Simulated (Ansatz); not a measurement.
# Ca2TeSe: the band gap up the ladder of functionals

One table from this session's results is given with a row withheld; the runs are named, their logs left out.

Code: Ansatz 0.2.0. PAW datasets, plane waves. These are computed values for a spin-unpolarised cell that may be hypothetical; none is a measurement.

### The system as given

The cell was relaxed beforehand with r2SCAN.

It is tetragonal, P4/mmm (No. 123); a = 4.367 Å, c = 6.175 Å in the conventional setting, 29.44 Å³ an atom. Near Se stand 6 Ca at 3.09 Å; near Ca stand 2 Se at 3.09 Å and 4 Te at 3.09 Å; near Te stand 6 Ca at 3.09 Å; near Ca stand 2 Te at 3.09 Å and 4 Se at 3.09 Å.

As a file:

```cif
data_structure
_symmetry_space_group_name_H-M 'P4/mmm'
_symmetry_Int_Tables_number 123
_cell_length_a 4.3668
_cell_length_b 4.3668
_cell_length_c 6.1749
_cell_angle_alpha 90.000
_cell_angle_beta 90.000
_cell_angle_gamma 90.000
_cell_volume 117.75
loop_
_atom_site_label
_atom_site_type_symbol
_atom_site_symmetry_multiplicity
_atom_site_Wyckoff_symbol
_atom_site_fract_x
_atom_site_fract_y
_atom_site_fract_z
_atom_site_occupancy
Se1 Se 1 a 0.00000 0.00000 0.00000 1
Ca1 Ca 1 b 0.00000 0.00000 0.50000 1
Te1 Te 1 d 0.50000 0.50000 0.50000 1
Ca2 Ca 1 c 0.50000 0.50000 0.00000 1
```

Set-up of the first run:

input.yaml reads:

```yaml
crystal:
  lattice:
    - [4.3667779991, 0.0, 0.0]
    - [0.0, 4.3667779991, 0.0]
    - [0.0, 0.0, 6.1748506499]
  atoms:
    - { symbol: Se, position: [0.0, 0.0, 0.0] }
    - { symbol: Ca, position: [0.0, 0.0, 0.5] }
    - { symbol: Te, position: [0.5, 0.5, 0.5] }
    - { symbol: Ca, position: [0.5, 0.5, 0.0] }
kpoints:
  mp_grid: { grid: [6, 6, 4] }
  band_path:
    path:
      - [[0.0, 0.0, 0.0], [0.0, 0.5, 0.0], [0.5, 0.5, 0.0], [0.0, 0.0, 0.0], [0.0, 0.0, 0.5], [0.0, 0.5, 0.5], [0.5, 0.5, 0.5], [0.0, 0.0, 0.5]]
      - [[0.0, 0.5, 0.0], [0.0, 0.5, 0.5]]
      - [[0.5, 0.5, 0.0], [0.5, 0.5, 0.5]]
    npoints: 10
hamiltonian:
  xc: pbe
scf:
  occupations: { method: fermi_dirac, width: 0.02 }
  n_extra_bands: 5
output:
  forces: true
  stress: true
  eigenvalues: true
  write_density: true
  write_potential: true
  elf: true
  volumetric_format: npy
```

On the command line:

```bash
$ ansatz run input.yaml --threads 2 --pin off --max-ram 2211MiB --backend cpu --events-out ev --progress --plain --runs-dir out
```

Among the steps run: PBE bands along the symmetry lines; Single point with r2SCAN; HSE06 at the same geometry; Single point with PBE+SOC; Quasiparticle levels, G0W0@PBE; PBE0.

One of the session's tables, all rows but one given; the rest of the session is left out.

```
                     level  gap (eV)
                       PBE      1.72
                    r2SCAN      2.15
                     HSE06      2.58
                   PBE+SOC      1.50
G0W0@PBE (351 empty bands)      3.17
                      PBE0         ?
```

Estimate the missing values for PBE0.

As computed: gap (eV): 3.25. In the column «gap (eV)» it is the highest.

Meshes: PBE 6×6×4, r2SCAN 6×6×4, HSE06 4×4×4, PBE+SOC 6×6×4, PBE0 4×4×4

In words: The gap runs from 1.50 eV (PBE+SOC) to 3.25 eV (PBE0). Against G0W0@PBE, PBE is short by 1.45 eV, at 54 % of it, and r2SCAN 68 %. PBE0 lies 0.67 eV above HSE06, which differs from it by screening the long-range exchange. G0W0 values are finite-basis, finite-mesh values.

Limits of these values: Warnings in the runs' records: stress scf threshold loose, stress exchange threshold loose.
